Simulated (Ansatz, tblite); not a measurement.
# The cluster Ca₄O₃+: one state, many levels

Aim: run the doublet of the cluster Ca₄O₃+ at one geometry on many levels, and compare frontier levels, spin and run time.

Computed with Ansatz 0.2.0, Gaussian basis. Level: as each input shows.

The runs, in order: GFN1-xTB, GFN2-xTB, PBE-D4/def2-TZVP, r2SCAN-D4/def2-TZVP, r2SCAN0-D4/def2-TZVP, B2PLYP/def2-TZVP, PBE-D4/def2-SVP, PBE0-D4/def2-SVP, HF/6-31G, B3LYP-D4/6-31G, CCSD(T)/def2-SVP, MP2/def2-TZVP, RPA/def2-TZVP.

4 further runs of the same task are left out: 1 that didn't finish, 3 set aside as unsound or not needed. Runs told in other sessions of the task aren't counted.

## 1. The structure

The doublet was relaxed beforehand with PBE0-D4/def2-SVP. At that level it is the lowest of the isomers that a small search found.

7 atoms, charge 1, spin multiplicity 2.

Bond lengths: Ca1–O6 2.112 Å, Ca1–O7 2.112 Å, Ca2–O5 2.112 Å, Ca2–O7 2.112 Å, Ca3–O5 2.179 Å, Ca3–O6 2.179 Å, Ca3–O7 2.179 Å, Ca4–O5 2.112 Å, Ca4–O6 2.112 Å. Angles: O6–Ca1–O7 86.5°, O5–Ca2–O7 86.5°, O5–Ca3–O6 83.2°, O5–Ca3–O7 83.2°, O6–Ca3–O7 83.2°, O5–Ca4–O6 86.5°, Ca2–O5–Ca3 93.3°, Ca2–O5–Ca4 112.0°, Ca3–O5–Ca4 93.3°, Ca1–O6–Ca3 93.3°, Ca1–O6–Ca4 112.0°, Ca3–O6–Ca4 93.3°, Ca1–O7–Ca2 111.9°, Ca1–O7–Ca3 93.3°, Ca2–O7–Ca3 93.3°.

The ion is computed in the gas phase, without counter-ions or solvent.

PBE0-D4/def2-TZVP was run before; its log isn't repeated, and its numbers join the tables.

## 2. GFN1-xTB

Tight binding, by tblite at 300 K electronic temperature and without a spin-polarisation term:

```python
tblite.interface.Calculator('GFN1-xTB', numbers, positions, charge=1, uhf=1).singlepoint()
```

Energy -446.8467 eV; 0.009 s.

## 3. GFN2-xTB

Tight binding, by tblite at 300 K electronic temperature and without a spin-polarisation term:

```python
tblite.interface.Calculator('GFN2-xTB', numbers, positions, charge=1, uhf=1).singlepoint()
```

Energy -374.1217 eV; 0.014 s.

## 4. PBE-D4/def2-TZVP

start.molden holds the orbitals of an earlier run on this state, given as this run's starting guess.

in.yaml reads:

```yaml
crystal:
  periodic: [false, false, false]
  atoms:
    - {symbol: Ca, position_ang: [0.548519, -1.956334, -0.730104]}
    - {symbol: Ca, position_ang: [-0.904415, -0.231112, 1.946757]}
    - {symbol: Ca, position_ang: [-1.025919, 0.722040, -1.022363]}
    - {symbol: Ca, position_ang: [1.800323, 1.170756, 0.222707]}
    - {symbol: O, position_ang: [-0.194980, 1.435749, 0.861554]}
    - {symbol: O, position_ang: [1.006710, 0.009087, -1.352108]}
    - {symbol: O, position_ang: [-1.230248, -1.150185, 0.073557]}
basis:
  gaussian: {orbitals: def2-TZVP, initial_orbitals: start.molden}
total_charge: 1
magnetization: {spin_polarized: true, initial_magnetization: 1}
hamiltonian: {xc: pbe, dispersion: d4}
scf: {omitted_lower_state_checks: [starts]}
output: {orbitals: {seedname: orbitals}}
```

Run with:

```
> ansatz run in.yaml --threads 4 --pin off --events-out ev --progress --plain --max-ram 4787MiB
```

After this run come: r2SCAN-D4/def2-TZVP; r2SCAN0-D4/def2-TZVP; B2PLYP/def2-TZVP; PBE-D4/def2-SVP; PBE0-D4/def2-SVP; HF/6-31G; B3LYP-D4/6-31G; CCSD(T)/def2-SVP; MP2/def2-TZVP; RPA/def2-TZVP.

**Question.** What will the summary of the whole plan be? Wanted: gap in def2-TZVP, named functionals, smallest and largest; correlation energy, CCSD(T)/def2-SVP; correlation energy, MP2/def2-TZVP; ⟨S²⟩ in def2-TZVP, named functionals, smallest and largest; PBE0 total energy, smallest basis above largest.

As calculated:

| quantity | value |
| --- | --- |
| gap in def2-TZVP, named functionals, smallest and largest | 0.73 eV (PBE-D4), 2.05 eV (r2SCAN0-D4) |
| correlation energy, CCSD(T)/def2-SVP | -30.94 eV |
| correlation energy, MP2/def2-TZVP | -42.68 eV |
| ⟨S²⟩ in def2-TZVP, named functionals, smallest and largest | 0.751, 0.751 |
| PBE0 total energy, smallest basis above largest | 16.12 eV (def2-SVP, def2-TZVP) |

In words: Over the named functionals in def2-TZVP the gap runs from 0.73 eV (PBE-D4) to 2.05 eV (r2SCAN0-D4); exact exchange widens it.
